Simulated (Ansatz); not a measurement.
The input (input.yaml):

```yaml
crystal:
  lattice:
    - [5.667718, 0.0, 0.0]
    - [0.0, 8.015363, 0.0]
    - [0.0, 0.0, 19.084647]
  atoms:
    - { symbol: Ba, position: [0.5, 0.25, 0.0523981] }
    - { symbol: Ti, position: [0.0, 0.0, 0.0523981] }
    - { symbol: O, position: [0.25, 0.0, 0.1266426] }
    - { symbol: O, position: [0.75, 0.0, 0.1266426] }
    - { symbol: O, position: [0.0, 0.25, 0.0523981] }
    - { symbol: Ba, position: [0.0, 0.25, 0.22095355] }
    - { symbol: Ti, position: [0.5, 0.0, 0.21999421] }
    - { symbol: O, position: [0.74264342, 0.0, 0.27853056] }
    - { symbol: O, position: [0.25735658, 0.0, 0.27853056] }
    - { symbol: O, position: [0.5, 0.25, 0.19251279] }
    - { symbol: Ba, position: [0.5, 0.25, 0.40021515] }
    - { symbol: Ti, position: [0.0, 0.0, 0.37727396] }
    - { symbol: O, position: [0.24074185, 0.0, 0.43598907] }
    - { symbol: O, position: [0.75925815, 0.0, 0.43598907] }
    - { symbol: O, position: [0.0, 0.25, 0.35709768] }
    - { symbol: Ba, position: [0.5, 0.75, 0.0523981] }
    - { symbol: Ti, position: [0.0, 0.5, 0.0523981] }
    - { symbol: O, position: [0.25, 0.5, 0.1266426] }
    - { symbol: O, position: [0.75, 0.5, 0.1266426] }
    - { symbol: O, position: [0.0, 0.75, 0.0523981] }
    - { symbol: Ba, position: [0.0, 0.75, 0.22095355] }
    - { symbol: Ti, position: [0.5, 0.5, 0.21999421] }
    - { symbol: O, position: [0.74264342, 0.5, 0.27853056] }
    - { symbol: O, position: [0.25735658, 0.5, 0.27853056] }
    - { symbol: O, position: [0.5, 0.75, 0.19251279] }
    - { symbol: Ba, position: [0.5, 0.75, 0.40021515] }
    - { symbol: Ti, position: [0.0, 0.5, 0.37727396] }
    - { symbol: O, position: [0.24074185, 0.5, 0.43598907] }
    - { symbol: O, position: [0.75925815, 0.5, 0.43598907] }
    - { symbol: O, position: [0.0, 0.75, 0.35709768] }
basis:
  ecutwfc: 420.0
kpoints:
  mp_grid: { grid: [2, 2, 1] }
hamiltonian:
  xc: pbe
  pseudopotentials: { kind: paw, azcp: { folder: soft_1 } }
scf:
  occupations: { method: fermi_dirac, width: 0.05 }
  lower_state_search: "off"
  max_iter: 63
md:
  timestep: 1
  n_steps: 100
  ensemble: nvt_nose_hoover
  temperature: 700.0
  initial_velocities: maxwell_boltzmann
  seed: 502894
  nose_hoover: { tau: 3.0, chain_length: 1 }
  constraints: [{ sites: [0, 1, 2, 3, 4, 15, 16, 17, 18, 19] }]
```

Command:

```bash
$ ansatz run input.yaml --threads 4 --pin off --max-ram 10240MiB --backend cpu --events-out ev --progress --plain --runs-dir out
```

Hardware: 4 threads of Arm Neoverse V2 (shared host).

Roughly how long does this run take, and how much memory?

14 min, with a peak of 2.9 GiB, for 101 ionic steps.
